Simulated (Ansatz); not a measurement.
# AlFH4SSi: rotation by 120° about the Si2–Al3 bond

Aim: the minimum-energy path and barrier of the rotation by 120° about the Si2–Al3 bond. The ends are relaxed first, then joined by a nudged elastic band. SMILES of the start: F[SiH]([AlH2])S.

All numbers below are computed with Ansatz 0.2.0 (RKS PBE0-D4/def2-SVP).

### Step 1. Starting point

Bond lengths: F1–Si2 1.666 Å, Si2–Al3 2.374 Å, Si2–S4 2.202 Å, Si2–H5 1.455 Å, Al3–H6 1.579 Å, Al3–H7 1.612 Å, S4–H8 1.426 Å. Angles: F1–Si2–Al3 110.8°, F1–Si2–S4 109.2°, F1–Si2–H5 109.4°, Al3–Si2–S4 109.2°, Al3–Si2–H5 109.9°, S4–Si2–H5 108.3°, Si2–Al3–H6 120.7°, Si2–Al3–H7 118.7°, H6–Al3–H7 120.4°, Si2–S4–H8 90.0°.

As a file:

```xyz
8

F    -1.4284   -1.5787    0.5434
Si   -0.0796   -0.6162    0.7135
Al   -0.3886    1.4689   -0.3780
S     1.6577   -1.6431   -0.1670
H     0.1858   -0.4001    2.1272
H    -0.6456    1.5330   -1.9351
H    -0.2214    2.8242    0.4785
H     1.0123   -1.6451   -1.4383
```

### Step 2. Relaxing end A

Contents of input.yaml:

```yaml
crystal:
  periodic: [false, false, false]
  atoms:
    - { symbol: F, position_ang: [-1.4284, -1.5787, 0.5434] }
    - { symbol: Si, position_ang: [-0.0796, -0.6162, 0.7135] }
    - { symbol: Al, position_ang: [-0.3886, 1.4689, -0.378] }
    - { symbol: S, position_ang: [1.6577, -1.6431, -0.167] }
    - { symbol: H, position_ang: [0.1858, -0.4001, 2.1272] }
    - { symbol: H, position_ang: [-0.6456, 1.533, -1.9351] }
    - { symbol: H, position_ang: [-0.2214, 2.8242, 0.4785] }
    - { symbol: H, position_ang: [1.0123, -1.6451, -1.4383] }
basis:
  gaussian: { orbitals: def2-SVP }
hamiltonian:
  xc: pbe0
  dispersion: d4
relax:
  f_tol: 0.015
  max_steps: 40
```

On the command line:

```sh
ansatz run input.yaml --threads 1 --pin off --max-ram 2048MiB --backend cpu --events-out ev --progress --plain --runs-dir out
```

The program printed, shortened:

```text
Warning: RAYON_NUM_THREADS=1 ignored (pool sized by the plan → 1); use --threads N
[...]
Functional definition: PBE0
[...]
874 factors; integrals over basis functions are off by at most 6.4e-4 eV
[...]
mean field -28070.39341243 eV, -1031.5679311109 hartree, gradient 5.7e-5 eV, S^2 0.000000; 0 other end points of the search recorded, 0 dependent functions left out
[...]
reference -28070.39344165 eV, -1031.5679321844 hartree; 28, 28 occupied and 60, 60 virtual orbitals, 874 factors
relax step   1: F+E_penalty+E_count = -28070.55323370 eV  Δ(F+E_penalty+E_count) = +0.000e0 eV  max|allowed force component| = 1.382e0 eV/Å  Δτ_max = 0.0000 Å  (23 SCF iters, accepted)
[...]
relax step   4: F+E_penalty+E_count = -28070.75384798 eV  Δ(F+E_penalty+E_count) = -1.366e-2 eV  max|allowed force component| = 1.306e-1 eV/Å  Δτ_max = 0.1277 Å  (28 SCF iters, accepted)
[...]
relax step   7: F+E_penalty+E_count = -28070.75710826 eV  Δ(F+E_penalty+E_count) = -9.120e-4 eV  max|allowed force component| = 2.541e-2 eV/Å  Δτ_max = 0.0208 Å  (28 SCF iters, accepted)
[...]
relax step  10: F+E_penalty+E_count = -28070.75855099 eV  Δ(F+E_penalty+E_count) = -3.653e-4 eV  max|allowed force component| = 1.616e-2 eV/Å  Δτ_max = 0.0131 Å  (30 SCF iters, accepted)
[...]
relax step  11: F+E_penalty+E_count = -28070.75898119 eV  Δ(F+E_penalty+E_count) = -4.302e-4 eV  max|allowed force component| = 2.019e-2 eV/Å  Δτ_max = 0.0428 Å  (28 SCF iters, accepted)
[...]
relax step  12: F+E_penalty+E_count = -28070.75898357 eV  Δ(F+E_penalty+E_count) = -2.378e-6 eV  max|allowed force component| = 1.269e-2 eV/Å  Δτ_max = 0.0092 Å  (23 SCF iters, accepted)
874 factors; integrals over basis functions are off by at most 7.2e-4 eV
[...]
mean field -28070.59724729 eV, -1031.5754219039 hartree, gradient 2.0e-5 eV, S^2 0.000000; 1 other end points of the search recorded, 0 dependent functions left out
[...]
reference -28070.59727675 eV, -1031.5754229862 hartree; 28, 28 occupied and 60, 60 virtual orbitals, 874 factors
Total energy: -28070.75901302 eV, -1031.5813666846 hartree
Atom 0 at    -1.496189    -1.584723     0.648922 Å, force     0.006562     0.008402    -0.003028 eV/Å
Atom 1 at    -0.160774    -0.649121     0.780018 Å, force     0.004076    -0.004997     0.010830 eV/Å
Atom 2 at    -0.369994     1.482755    -0.391858 Å, force    -0.012686    -0.004758    -0.007789 eV/Å
Atom 3 at     1.530134    -1.555847    -0.198713 Å, force    -0.008000     0.004577    -0.005071 eV/Å
Atom 4 at     0.258776    -0.668985     2.211611 Å, force    -0.002098    -0.001421     0.004375 eV/Å
Atom 5 at    -0.570633     1.373707    -1.968172 Å, force     0.002034     0.005374     0.000426 eV/Å
Atom 6 at    -0.174300     2.891752     0.317862 Å, force     0.004764    -0.004421    -0.000006 eV/Å
Atom 7 at     1.075180    -1.346637    -1.455470 Å, force     0.005349    -0.002756     0.000263 eV/Å
Dipole moment:    -0.008888     0.325372    -0.091654 e Å
```

Wall time 53 s (1 thread of an x86-64 CPU, shared host); peak memory 0.21 GiB.

Step by step:

```
step  energy from step 1 (eV)  largest force component (eV/Å)
   1                   0.0000                          1.3816
   2                  -0.1616                          0.7621
   3                  -0.1870                          0.4587
   4                  -0.2006                          0.1306
   5                  -0.2027                          0.0510
   6                  -0.2030                          0.0645
   7                  -0.2039                          0.0254
   8                  -0.2050                          0.0289
  9x                  -0.2045                          0.0697
  10                  -0.2053                          0.0162
  11                  -0.2057                          0.0202
  12                  -0.2058                          0.0127
```

Step 1 is the start. 1 step was tried and not accepted (marked x).

After: Bond lengths: F1–Si2 1.636 Å, Si2–Al3 2.442 Å, Si2–S4 2.154 Å, Si2–H5 1.492 Å, Al3–H6 1.593 Å, Al3–H7 1.590 Å, S4–H8 1.353 Å. Angles: F1–Si2–Al3 113.0°, F1–Si2–S4 111.3°, F1–Si2–H5 107.4°, Al3–Si2–S4 102.5°, Al3–Si2–H5 119.8°, S4–Si2–H5 102.1°, Si2–Al3–H6 115.2°, Si2–Al3–H7 123.3°, H6–Al3–H7 121.2°, Si2–S4–H8 95.3°.

### Step 3. End point B

The second end starts from a geometry with the move made by hand.

input.yaml, as its differences from that of step 2:

```diff
@@ -8,4 +8,4 @@
     - { symbol: H, position_ang: [0.1858, -0.4001, 2.1272] }
-    - { symbol: H, position_ang: [-0.6456, 1.533, -1.9351] }
-    - { symbol: H, position_ang: [-0.2214, 2.8242, 0.4785] }
+    - { symbol: H, position_ang: [-1.57644, 2.42534, 0.03306] }
+    - { symbol: H, position_ang: [0.56777, 1.84226, -1.62072] }
     - { symbol: H, position_ang: [1.0123, -1.6451, -1.4383] }
@@ -19 +19,3 @@
   max_steps: 40
+output:
+  orbitals: {}
```

On the command line:

```sh
ansatz run input.yaml --threads 1 --pin off --max-ram 2048MiB --backend cpu --events-out ev --progress --plain --runs-dir out
```

The program printed, shortened:

```text
Warning: RAYON_NUM_THREADS=1 ignored (pool sized by the plan → 1); use --threads N
[...]
[... 1 set-up line as earlier in the session ...]
[...]
874 factors; integrals over basis functions are off by at most 4.5e-4 eV
[...]
mean field -28070.32455365 eV, -1031.5654005973 hartree, gradient 5.3e-5 eV, S^2 0.000000; 0 other end points of the search recorded, 0 dependent functions left out
[...]
reference -28070.32458250 eV, -1031.5654016574 hartree; 28, 28 occupied and 60, 60 virtual orbitals, 874 factors
relax step   1: F+E_penalty+E_count = -28070.48501130 eV  Δ(F+E_penalty+E_count) = +0.000e0 eV  max|allowed force component| = 1.411e0 eV/Å  Δτ_max = 0.0000 Å  (23 SCF iters, accepted)
[...]
relax step   4: F+E_penalty+E_count = -28070.71155911 eV  Δ(F+E_penalty+E_count) = -1.506e-2 eV  max|allowed force component| = 3.161e-1 eV/Å  Δτ_max = 0.0686 Å  (28 SCF iters, accepted)
[...]
relax step   7: F+E_penalty+E_count = -28070.72697674 eV  Δ(F+E_penalty+E_count) = -2.357e-3 eV  max|allowed force component| = 1.960e-1 eV/Å  Δτ_max = 0.1754 Å  (27 SCF iters, accepted)
[...]
relax step  10: F+E_penalty+E_count = -28070.74573805 eV  Δ(F+E_penalty+E_count) = -6.562e-3 eV  max|allowed force component| = 1.335e-1 eV/Å  Δτ_max = 0.1951 Å  (27 SCF iters, accepted)
[...]
relax step  12: F+E_penalty+E_count = -28070.75180643 eV  Δ(F+E_penalty+E_count) = -4.545e-3 eV  max|allowed force component| = 1.636e-1 eV/Å  Δτ_max = 0.0448 Å  (28 SCF iters, accepted)
[...]
relax step  13: F+E_penalty+E_count = -28070.75493756 eV  Δ(F+E_penalty+E_count) = -3.131e-3 eV  max|allowed force component| = 8.751e-2 eV/Å  Δτ_max = 0.0666 Å  (28 SCF iters, accepted)
[...]
```

### Step 4. The output, continued: end point B relaxed

Output, continued, shortened:

```text
874 factors; integrals over basis functions are off by at most 4.3e-4 eV
mean field -28070.59601672 eV, -1031.5753766811 hartree, gradient 1.3e-5 eV, S^2 0.000000; 0 other end points of the search recorded, 0 dependent functions left out
[...]
reference -28070.59604608 eV, -1031.5753777600 hartree; 28, 28 occupied and 60, 60 virtual orbitals, 874 factors
relax step  14: F+E_penalty+E_count = -28070.75710203 eV  Δ(F+E_penalty+E_count) = -2.164e-3 eV  max|allowed force component| = 5.244e-2 eV/Å  Δτ_max = 0.1260 Å  (28 SCF iters, accepted)
[...]
relax step  20: F+E_penalty+E_count = -28070.75910303 eV  Δ(F+E_penalty+E_count) = -6.591e-5 eV  max|allowed force component| = 1.760e-2 eV/Å  Δτ_max = 0.0367 Å  (28 SCF iters, accepted)
[...]
reference -28070.59734921 eV, -1031.5754256493 hartree; 28, 28 occupied and 60, 60 virtual orbitals, 874 factors
Total energy: -28070.75914908 eV, -1031.5813716846 hartree
Atom 0 at    -1.415003    -1.784441     0.293817 Å, force     0.005243     0.005324     0.003306 eV/Å
Atom 1 at    -0.259568    -0.702734     0.706237 Å, force    -0.006582    -0.003156     0.001847 eV/Å
Atom 2 at    -0.476665     1.428934    -0.462307 Å, force    -0.004022     0.004144     0.007197 eV/Å
Atom 3 at     1.692075    -1.365785     0.078948 Å, force     0.000815     0.000324    -0.005360 eV/Å
Atom 4 at    -0.136306    -0.725011     2.193356 Å, force    -0.000106    -0.001300    -0.005821 eV/Å
Atom 5 at    -0.540230     2.824923     0.296219 Å, force     0.001590    -0.004454    -0.003503 eV/Å
Atom 6 at    -0.385534     1.356591    -2.050281 Å, force     0.001626    -0.000188    -0.002946 eV/Å
Atom 7 at     1.471761    -1.179178    -1.242849 Å, force     0.001436    -0.000694     0.005281 eV/Å
Dipole moment:    -0.034093     0.319161    -0.087244 e Å
```

Wall time 89 s (1 thread of an x86-64 CPU, shared host); peak memory 0.21 GiB.

Relaxation path:

| step | energy from step 1 (eV) | largest force component (eV/Å) |
| --- | --- | --- |
| 1 | 0.0000 | 1.4107 |
| 2 | -0.1846 | 0.6792 |
| 3 | -0.2115 | 0.4110 |
| 4 | -0.2265 | 0.3161 |
| 5 | -0.2328 | 0.0520 |
| 6 | -0.2396 | 0.0987 |
| 7 | -0.2420 | 0.1960 |
| 8 | -0.2467 | 0.1137 |
| 9 | -0.2542 | 0.0742 |
| 10 | -0.2607 | 0.1335 |
| 11 | -0.2623 | 0.2103 |
| 12 | -0.2668 | 0.1636 |
| 13 | -0.2699 | 0.0875 |
| 14 | -0.2721 | 0.0524 |
| 15 | -0.2731 | 0.0673 |
| 16 | -0.2737 | 0.0273 |
| 17x | -0.2736 | 0.0453 |
| 18 | -0.2739 | 0.0133 |
| 19 | -0.2740 | 0.0107 |
| 20 | -0.2741 | 0.0176 |
| 21 | -0.2741 | 0.0072 |

Step 1 is the start. 1 step was tried and not accepted (marked x).

After: Bond lengths: F1–Si2 1.636 Å, Si2–Al3 2.441 Å, Si2–S4 2.155 Å, Si2–H5 1.492 Å, Al3–H6 1.590 Å, Al3–H7 1.592 Å, S4–H8 1.353 Å. Angles: F1–Si2–Al3 113.2°, F1–Si2–S4 111.3°, F1–Si2–H5 107.4°, Al3–Si2–S4 102.1°, Al3–Si2–H5 119.8°, S4–Si2–H5 102.2°, Si2–Al3–H6 122.8°, Si2–Al3–H7 115.6°, H6–Al3–H7 121.2°, Si2–S4–H8 95.4°.

### Step 5. The band

crystal.atoms is end A as relaxed above, and neb.final_atoms is end B, turned to lie on A. With 5 inner images the band has 7 in all.

Contents of input.yaml:

```yaml
crystal:
  periodic: [false, false, false]
  atoms:
    - { symbol: F, position_ang: [-1.496189, -1.584723, 0.648922] }
    - { symbol: Si, position_ang: [-0.160774, -0.649121, 0.780018] }
    - { symbol: Al, position_ang: [-0.369994, 1.482755, -0.391858] }
    - { symbol: S, position_ang: [1.530134, -1.555847, -0.198713] }
    - { symbol: H, position_ang: [0.258776, -0.668985, 2.211611] }
    - { symbol: H, position_ang: [-0.570633, 1.373707, -1.968172] }
    - { symbol: H, position_ang: [-0.1743, 2.891752, 0.317862] }
    - { symbol: H, position_ang: [1.07518, -1.346637, -1.45547] }
basis:
  gaussian: { orbitals: def2-SVP }
hamiltonian:
  xc: pbe0
  dispersion: d4
neb:
  order_check: false
  images: 5
  f_tol: 0.03
  max_iterations: 60
  initial_path: idpp
  final_atoms:
    - { symbol: F, position_ang: [-1.49616375, -1.5802816, 0.66873527] }
    - { symbol: Si, position_ang: [-0.15830963, -0.64655707, 0.78499013] }
    - { symbol: Al, position_ang: [-0.36639174, 1.48257815, -0.38979484] }
    - { symbol: S, position_ang: [1.51859278, -1.55454183, -0.21780622] }
    - { symbol: H, position_ang: [0.27934371, -0.66768258, 2.21160359] }
    - { symbol: H, position_ang: [-0.09771347, 2.88385343, 0.31193662] }
    - { symbol: H, position_ang: [-0.62932543, 1.38199723, -1.95694166] }
    - { symbol: H, position_ang: [1.04216753, -1.35646474, -1.46852289] }
```

On the command line:

```sh
ansatz run input.yaml --threads 1 --pin off --max-ram 2048MiB --backend cpu --events-out ev --progress --plain --runs-dir out
```

The program printed, shortened:

```text
Warning: RAYON_NUM_THREADS=1 ignored (pool sized by the plan → 1); use --threads N
[...]
[... 1 set-up line as earlier in the session ...]
[...]
873 factors; integrals over basis functions are off by at most 4.3e-4 eV
[...]
mean field -28070.59723522 eV, -1031.5754214603 hartree, gradient 3.8e-5 eV, S^2 0.000000; 0 other end points of the search recorded, 0 dependent functions left out
[...]
reference -28070.59726452 eV, -1031.5754225367 hartree; 28, 28 occupied and 60, 60 virtual orbitals, 873 factors
873 factors; integrals over basis functions are off by at most 6.5e-4 eV
[...]
mean field -28070.59730898 eV, -1031.5754241708 hartree, gradient 3.8e-5 eV, S^2 0.000000; 0 other end points of the search recorded, 0 dependent functions left out
[...]
reference -28070.59733825 eV, -1031.5754252465 hartree; 28, 28 occupied and 60, 60 virtual orbitals, 873 factors
[...]
NEB iter   7: max|band force component| = 2.248e-2 eV/Å  barrier→ = 0.0636 eV  barrier← = 0.0638 eV  CI = image 3  Δτ_max = 0.0000 Å  (260 SCF iters)
Total energy: -28070.69537586 eV, -1031.5790280622 hartree
Atom 0 at    -1.466233    -0.916394     1.338081 Å, force    -0.014510    -0.004480     0.008633 eV/Å
Atom 1 at     0.025107    -0.607813     0.738055 Å, force     0.018680    -0.001483    -0.009798 eV/Å
Atom 2 at    -0.014081     1.599349    -0.356114 Å, force     0.004254    -0.001228     0.000041 eV/Å
Atom 3 at     0.663599    -2.179616    -0.574901 Å, force     0.006154     0.002139     0.000800 eV/Å
Atom 4 at     0.994327    -0.753581     1.867638 Å, force    -0.007908     0.004895     0.007408 eV/Å
Atom 5 at     1.088058     1.927371    -1.454401 Å, force    -0.001539     0.001444    -0.004078 eV/Å
Atom 6 at    -1.120915     2.675309     0.024770 Å, force     0.001595    -0.000192     0.002817 eV/Å
Atom 7 at    -0.077661    -1.801724    -1.638929 Å, force    -0.006724    -0.001096    -0.005823 eV/Å
Dipole moment:     0.091975     0.318901    -0.201573 e Å
this run last wrote the band of iteration 7 to <dir>
```

It took 2.6 min on 1 thread of an x86-64 CPU, shared host; peak memory 0.27 GiB.

### Step 6. Images and barrier

The 5 inner images lie between the fixed ends 0 and 6. Energy is taken from image 0, and the path length is the program's own coordinate along the band.

| image | path (Å) | energy (eV) | dihedral S4–Si2–Al3–H7 (°) | band force (eV/Å) |
| --- | --- | --- | --- | --- |
| 0 | 0.000 | 0.0000 | -116 | - |
| 1 | 0.963 | 0.0162 | -152 | 0.022 |
| 2 | 1.926 | 0.0453 | 176 | 0.019 |
| 3* | 2.888 | 0.0636 | 145 | 0.019 |
| 4 | 3.754 | 0.0530 | 117 | 0.013 |
| 5 | 4.619 | 0.0213 | 88 | 0.014 |
| 6 | 5.485 | -0.0001 | 60 | - |

The star marks the climbing image.

image, energy (eV) and a bar:
```
        0      0.000 
        1      0.016 ########
        2      0.045 #####################
        3      0.064 ##############################
        4      0.053 #########################
        5      0.021 ##########
        6      0.000
```

How the highest energy settled:

```
iteration  highest image above image 0 (eV)  largest band force (eV/Å)
        1                            0.1614                      0.837
        2                            0.1123                      0.465
        3                            0.0801                      0.201
        4                            0.0698                      0.082
        5                            0.0659                      0.060
        6                            0.0636                      0.034
        7                            0.0636                      0.022
```

The band as a trajectory file:

```xyz
8
image=0 dE=0.0000
F    -1.496   -1.585    0.649
Si   -0.161   -0.649    0.780
Al   -0.370    1.483   -0.392
S     1.530   -1.556   -0.199
H     0.259   -0.669    2.212
H    -0.571    1.374   -1.968
H    -0.174    2.892    0.318
H     1.075   -1.347   -1.455
8
image=1 dE=0.0162
F    -1.558   -1.291    0.876
Si   -0.063   -0.629    0.762
Al   -0.257    1.543   -0.373
S     1.269   -1.895   -0.342
H     0.533   -0.666    2.130
H    -0.043    1.546   -1.951
H    -0.578    2.894    0.402
H     0.788   -1.558   -1.560
8
image=2 dE=0.0453
F    -1.547   -1.054    1.117
Si   -0.012   -0.614    0.748
Al   -0.129    1.578   -0.372
S     0.953   -2.104   -0.452
H     0.774   -0.684    2.017
H     0.557    1.751   -1.798
H    -0.896    2.795    0.305
H     0.393   -1.725   -1.622
8
image=3 dE=0.0636
F    -1.466   -0.916    1.338
Si    0.025   -0.608    0.738
Al   -0.014    1.599   -0.356
S     0.664   -2.180   -0.575
H     0.994   -0.754    1.868
H     1.088    1.927   -1.454
H    -1.121    2.675    0.025
H    -0.078   -1.802   -1.639
8
image=4 dE=0.0530
F    -1.349   -0.841    1.528
Si    0.067   -0.611    0.743
Al    0.095    1.598   -0.335
S     0.399   -2.165   -0.704
H     1.168   -0.874    1.720
H     1.432    2.050   -1.067
H    -1.190    2.533   -0.349
H    -0.531   -1.747   -1.591
8
image=5 dE=0.0213
F    -1.207   -0.761    1.732
Si    0.118   -0.606    0.787
Al    0.217    1.556   -0.350
S     0.107   -2.075   -0.791
H     1.300   -1.032    1.592
H     1.634    2.145   -0.764
H    -1.129    2.272   -0.802
H    -0.947   -1.555   -1.460
8
image=6 dE=-0.0001
F    -1.525   -1.542    0.693
Si   -0.162   -0.643    0.787
Al   -0.334    1.492   -0.383
S     1.475   -1.593   -0.243
H     0.298   -0.676    2.207
H    -0.018    2.885    0.315
H    -0.625    1.400   -1.946
H     0.983   -1.381   -1.486
```

### Step 7. Frequencies at the highest image

The geometry is the highest inner image of the first converged band.

Contents of input.yaml:

```yaml
crystal:
  periodic: [false, false, false]
  atoms:
    - { symbol: F, position_ang: [-1.466233, -0.916394, 1.338081] }
    - { symbol: Si, position_ang: [0.025107, -0.607813, 0.738055] }
    - { symbol: Al, position_ang: [-0.014081, 1.599349, -0.356114] }
    - { symbol: S, position_ang: [0.663599, -2.179616, -0.574901] }
    - { symbol: H, position_ang: [0.994327, -0.753581, 1.867638] }
    - { symbol: H, position_ang: [1.088058, 1.927371, -1.454401] }
    - { symbol: H, position_ang: [-1.120915, 2.675309, 0.02477] }
    - { symbol: H, position_ang: [-0.077661, -1.801724, -1.638929] }
basis:
  gaussian: { orbitals: def2-SVP }
hamiltonian:
  xc: pbe0
  dispersion: d4
phonons: {}
```

On the command line:

```sh
ansatz run input.yaml --threads 1 --pin off --max-ram 2048MiB --backend cpu --events-out ev --progress --plain --runs-dir out
```

The program printed, shortened:

```text
Warning: RAYON_NUM_THREADS=1 ignored (pool sized by the plan → 1); use --threads N
[...]
[... 1 set-up line as earlier in the session ...]
[...]
873 factors; integrals over basis functions are off by at most 3.3e-4 eV
[...]
mean field -28070.53701966 eV, -1031.5732085790 hartree, gradient 3.2e-5 eV, S^2 0.000000; 0 other end points of the search recorded, 0 dependent functions left out
[...]
reference -28070.53704893 eV, -1031.5732096550 hartree; 28, 28 occupied and 60, 60 virtual orbitals, 873 factors
[...]
873 factors; integrals over basis functions are off by at most 3.3e-4 eV
[...]
mean field -28070.53688500 eV, -1031.5732036304 hartree, gradient 1.1e-6 eV, S^2 0.000000; 0 other end points of the search recorded, 0 dependent functions left out
[...]
reference -28070.53691427 eV, -1031.5732047063 hartree; 28, 28 occupied and 60, 60 virtual orbitals, 873 factors
[...]
873 factors; integrals over basis functions are off by at most 3.3e-4 eV
[...]
WARN: phonons: modes at or below zero, which the zero-point energy, F, S and C_V leave out: 1, the lowest at -91.64 cm⁻¹. A minimum has none, and a first-order saddle one
[...]
Total energy: -28070.69537414 eV, -1031.5790279990 hartree
Atom 0 at    -1.466233    -0.916394     1.338081 Å, force    -0.014512    -0.004456     0.008704 eV/Å
Atom 1 at     0.025107    -0.607813     0.738055 Å, force     0.018599    -0.001463    -0.009922 eV/Å
Atom 2 at    -0.014081     1.599349    -0.356114 Å, force     0.004217    -0.001220     0.000074 eV/Å
Atom 3 at     0.663599    -2.179616    -0.574901 Å, force     0.006232     0.002077     0.000776 eV/Å
Atom 4 at     0.994327    -0.753581     1.867638 Å, force    -0.007907     0.004898     0.007406 eV/Å
Atom 5 at     1.088058     1.927371    -1.454401 Å, force    -0.001521     0.001408    -0.004074 eV/Å
Atom 6 at    -1.120915     2.675309     0.024770 Å, force     0.001603    -0.000161     0.002833 eV/Å
Atom 7 at    -0.077661    -1.801724    -1.638929 Å, force    -0.006711    -0.001084    -0.005797 eV/Å
Dipole moment:     0.091975     0.318899    -0.201574 e Å
Vibrations: -91.64 100.15 158.56 219.50 249.06 372.03 426.79 526.02 547.81 650.69 763.62 808.73 852.63 884.08 1929.16 1943.26 2219.48 2715.96 cm⁻¹, zero-point energy 0.952665 eV
```

Run time: 2.1 min. Hardware: 1 thread of an x86-64 CPU, shared host; peak memory 0.27 GiB.

Of 18 modes, 1 is imaginary by more than 30 cm⁻¹ (92i cm⁻¹).

### Step 8. Summary of results

| quantity | value |
| --- | --- |
| end A | 10 moves, 0.206 eV lower |
| end B | 19 moves, 0.274 eV lower |
| barrier forwards | 0.064 eV |
| barrier backwards | 0.064 eV |
| second end relative to first | 0.000 eV |
| highest image | 3 of 0 to 6, climbing |
| band iterations | 7 |
| imaginary modes at the top | 92i cm⁻¹ |

In words: The top lies 0.064 eV above the first end, or 2.5 kT at room temperature. The two ends lie within 1 meV of each other. The listed dihedral goes from -116° at end A through 145° at the highest image to 60° at end B; the relaxed ends differ by 176° in it rather than the 120° set up, and other torsions can move along the band as well. One imaginary mode, as a first-order saddle point has. Zero-point energy and entropy are left out.
